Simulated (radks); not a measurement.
# Sr⁺ in [Kr] 5s1: an all-electron calculation

The task here is to estimate one member of a computed series from the others.

The numbers are computed with radks (a radial shooting solver on a logarithmic mesh, Libxc functionals) version 1 (Dirac Kohn-Sham, BLYP, spin-unpolarised, spherical densities, finite nucleus), except any that are marked as measured or tabulated.

### The system

* element: strontium (Z = 38)
* charge: +1
* electrons: 37
* configuration: [Kr] 5s1
* nuclear rms radius: 4.224 fm

Outer shells as boxes (Hund's rule):

Sr⁺
```
[Kr] core
5s [↑ ]
```

Set-up of the first run:

The run's settings:

```text
Z 38
configuration [Kr] 5s1
relativity Dirac
functional b88,lyp
spin unpolarised
j_filling energy
nucleus finite rms 4.224 fm
c 137.035999084
```

Command:

```bash
> python run_ks.py task.json out
```

The same process makes all the runs of this session.

One of the session's tables, all rows but one given; the rest of the session is left out.

It belongs to the step «Radial structure». Sizes of the orbitals, from the radial functions (bohr):

| level | <r> | outermost maximum (interpolated) | 90 % within | nodes |
| --- | --- | --- | --- | --- |
| 1s1/2 | 0.03916 | 0.0255 | 0.0701 | 0 |
| 2s1/2 | ? | ? | ? | ? |
| 2p1/2 | 0.1475 | 0.114 | 0.241 | 0 |
| 2p3/2 | 0.1516 | 0.117 | 0.247 | 0 |
| 3s1/2 | 0.4921 | 0.436 | 0.730 | 2 |
| 3p1/2 | 0.4915 | 0.425 | 0.747 | 1 |
| 3p3/2 | 0.5020 | 0.434 | 0.763 | 1 |
| 3d3/2 | 0.4963 | 0.375 | 0.805 | 0 |
| 3d5/2 | 0.5000 | 0.377 | 0.811 | 0 |
| 4s1/2 | 1.354 | 1.19 | 1.99 | 3 |
| 4p1/2 | 1.541 | 1.31 | 2.31 | 2 |
| 4p3/2 | 1.575 | 1.33 | 2.36 | 2 |
| 5s1/2 | 3.871 | 3.39 | 5.65 | 4 |

**Question.** Estimate the row for 2s1/2.

As computed: <r>: 0.1722; outermost maximum (interpolated): 0.145; 90 % within: 0.267; nodes: 1. In the column «<r>» it lies between 2p3/2 (0.1516) and 3p1/2 (0.4915).

Limits of these values: Spin polarisation and multiplet splitting are left out.
